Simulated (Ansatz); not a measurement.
# F2H3O3Ta: a ladder of functionals and wavefunction methods

One table from this session's results is given with a row withheld; the runs are named, their logs left out.

Method: functionals in def2-TZVPP, the program's frozen cores in correlated methods; program: Ansatz 0.2.0, Gaussian basis.

The runs, in order: PBE-D4, r2SCAN-D4, PBE0-D4, B3LYP-D4, ωB97X-V, ωB97M-V, B2PLYP; CCSD(T)/def2-TZVPP; MP2/def2-QZVPP; extrapolation to the limit.

**The relaxed structure**

All runs share one geometry, relaxed beforehand with PBE0-D4 in a triple-zeta def2 set. Ta takes the def2 core potential; no spin-orbit term is included.

SMILES `[OH][Ta]([OH])([OH])([F])[F]`, 9 atoms, charge 0, spin multiplicity 1.

Atoms are counted from 1 here; the program's logs count them from 0.

Bond lengths: O1–Ta2 1.904 Å, O1–H7 0.961 Å, Ta2–O3 1.867 Å, Ta2–O4 1.904 Å, Ta2–F5 1.875 Å, Ta2–F6 1.918 Å, O3–H8 0.952 Å, O4–H9 0.961 Å. Angles: Ta2–O1–H7 119.2°, O1–Ta2–O3 92.4°, O1–Ta2–O4 119.2°, O1–Ta2–F5 120.0°, O1–Ta2–F6 86.4°, O3–Ta2–O4 92.4°, O3–Ta2–F5 94.4°, O3–Ta2–F6 177.7°, O4–Ta2–F5 120.0°, O4–Ta2–F6 86.4°, F5–Ta2–F6 87.9°, Ta2–O3–H8 174.2°, Ta2–O4–H9 119.2°.

The first run:

in.yaml

```yaml
crystal:
  periodic: [false, false, false]
  atoms:
    - {symbol: O, position_ang: [0.055389, 0.857363, -1.555191]}
    - {symbol: Ta, position_ang: [-0.205752, 0.127599, 0.183607]}
    - {symbol: O, position_ang: [1.396848, 0.849822, 0.813204]}
    - {symbol: O, position_ang: [0.364018, -1.653791, 0.538627]}
    - {symbol: F, position_ang: [-1.272970, 1.034865, 1.429355]}
    - {symbol: F, position_ang: [-1.811333, -0.653309, -0.516607]}
    - {symbol: H, position_ang: [-0.579562, 0.657058, -2.247997]}
    - {symbol: H, position_ang: [2.258693, 1.167124, 1.065178]}
    - {symbol: H, position_ang: [-0.205331, -2.386731, 0.289834]}
basis:
  gaussian: {orbitals: def2-TZVPP}
hamiltonian: {xc: pbe, dispersion: d4}
output: {forces: true, orbitals: {seedname: orbitals}}
```

Command:

```
$ ansatz run in.yaml --threads 2 --pin off --events-out ev --progress --plain --max-ram 32768MiB --backend cpu
```

Among the steps run: PBE-D4 (GGA); r2SCAN-D4 (meta-GGA); PBE0-D4 (hybrid); B3LYP-D4 (hybrid); ωB97X-V (range-separated); ωB97M-V (range-separated); B2PLYP (double hybrid).

One of the session's tables, all rows but one given; the rest of the session is left out.

| functional | HOMO (eV) | gap (eV) |
| --- | --- | --- |
| PBE-D4 | -7.85 | 5.73 |
| r2SCAN-D4 | -8.27 | 6.32 |
| PBE0-D4 | -9.62 | 8.35 |
| B3LYP-D4 | ? | ? |
| ωB97X-V | -12.13 | 13.16 |
| ωB97M-V | -12.07 | 13.02 |

**Question.** Estimate the row for B3LYP-D4.

**Answer.** HOMO (eV): -9.34; gap (eV): 7.81. In the column «HOMO (eV)» it lies between PBE0-D4 (-9.62) and r2SCAN-D4 (-8.27).
